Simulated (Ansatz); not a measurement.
Born–Oppenheimer molecular dynamics of a periodic cell of 17 atoms, LiMn₈O₈ (host MnO, host structure Fm-3m, interstitial Li). It goes on from the last frame of an earlier run, with new velocities.

Level of theory: Ansatz 0.2.0, DFT r2SCAN-D3(BJ), scalar-relativistic, plane waves, PAW. Settings: accuracy low, cutoff 500 eV, k mesh 2x2x2, fermi-dirac smearing 0.05 eV, spin collinear.

```json
{"ensemble": "NVT, Langevin thermostat", "time step": "1 fs", "steps asked": "150", "set temperature": "1680 K", "friction": "0.05 /fs", "seed": "879983"}
```

First frame:

```xyz
17
Lattice="0.0000 4.4169 4.4169 4.4169 0.0000 4.4169 4.4169 4.4169 0.0000" Properties=species:S:1:pos:R:3
Mn -0.047 -0.373 0.162
O 2.145 2.162 2.220
Mn 2.451 2.099 0.311
O 4.471 4.427 2.295
Mn 2.058 -0.161 2.420
O 4.503 2.397 4.372
Mn 4.352 2.253 2.134
O 6.731 4.104 4.401
Mn 0.042 2.232 2.118
O 2.229 4.515 4.501
Mn 2.342 4.412 2.187
O 4.706 6.337 4.337
Mn 2.195 2.204 4.454
O 4.648 4.269 6.934
Mn 4.437 4.356 4.517
O 6.644 6.724 6.725
Li 5.670 5.843 7.838
```

(1) What does the run give?

(2) What happens to the structure?

(3) How do temperature and energy run in time?

## Answers

(1) The run went to its last step.

```yaml
steps_done: 150
time_covered: 150 fs
mean_temperature_over_the_second_half: 1687 K
spread_of_the_potential_energy_over_the_second_half: 24.0 meV per atom
mean_potential_energy_of_the_second_half_above_the_start: 72.3 meV per atom
```

A run of 0.15 ps of so small a system gives no equilibrium averages. No Hubbard correction was used and the magnetic state wasn't searched. Limits of this set-up: coarse k mesh, low accuracy level.

(2) Mean squared displacements from the first frame to the last, about the centre of mass: Mn 0.10 Å², O 0.13 Å², Li 0.03 Å². Another seed would give other details.

(3) 
```json
{"time (fs)": "0.0", "T (K)": "1581", "potential energy less start (eV)": "0.000"}
{"time (fs)": "7.0", "T (K)": "2039", "potential energy less start (eV)": "0.988"}
{"time (fs)": "14.0", "T (K)": "2036", "potential energy less start (eV)": "1.044"}
{"time (fs)": "21.0", "T (K)": "2144", "potential energy less start (eV)": "1.101"}
{"time (fs)": "28.0", "T (K)": "1694", "potential energy less start (eV)": "1.293"}
{"time (fs)": "35.0", "T (K)": "1570", "potential energy less start (eV)": "1.240"}
{"time (fs)": "42.0", "T (K)": "1609", "potential energy less start (eV)": "1.292"}
{"time (fs)": "49.0", "T (K)": "1797", "potential energy less start (eV)": "1.225"}
{"time (fs)": "56.0", "T (K)": "2036", "potential energy less start (eV)": "1.017"}
{"time (fs)": "63.0", "T (K)": "1460", "potential energy less start (eV)": "1.019"}
{"time (fs)": "70.0", "T (K)": "1197", "potential energy less start (eV)": "1.281"}
{"time (fs)": "77.0", "T (K)": "1450", "potential energy less start (eV)": "1.331"}
{"time (fs)": "84.0", "T (K)": "1385", "potential energy less start (eV)": "1.401"}
{"time (fs)": "91.0", "T (K)": "1541", "potential energy less start (eV)": "1.508"}
{"time (fs)": "98.0", "T (K)": "1339", "potential energy less start (eV)": "1.684"}
{"time (fs)": "105.0", "T (K)": "1918", "potential energy less start (eV)": "1.790"}
{"time (fs)": "112.0", "T (K)": "2002", "potential energy less start (eV)": "1.006"}
{"time (fs)": "119.0", "T (K)": "2148", "potential energy less start (eV)": "0.408"}
{"time (fs)": "126.0", "T (K)": "1777", "potential energy less start (eV)": "0.597"}
{"time (fs)": "133.0", "T (K)": "1571", "potential energy less start (eV)": "1.143"}
{"time (fs)": "140.0", "T (K)": "1841", "potential energy less start (eV)": "1.317"}
{"time (fs)": "147.0", "T (K)": "1632", "potential energy less start (eV)": "1.366"}
```

Time of the run: 49 min on 4 threads of Arm Neoverse V1 (shared host), peak memory 1.2 GiB.
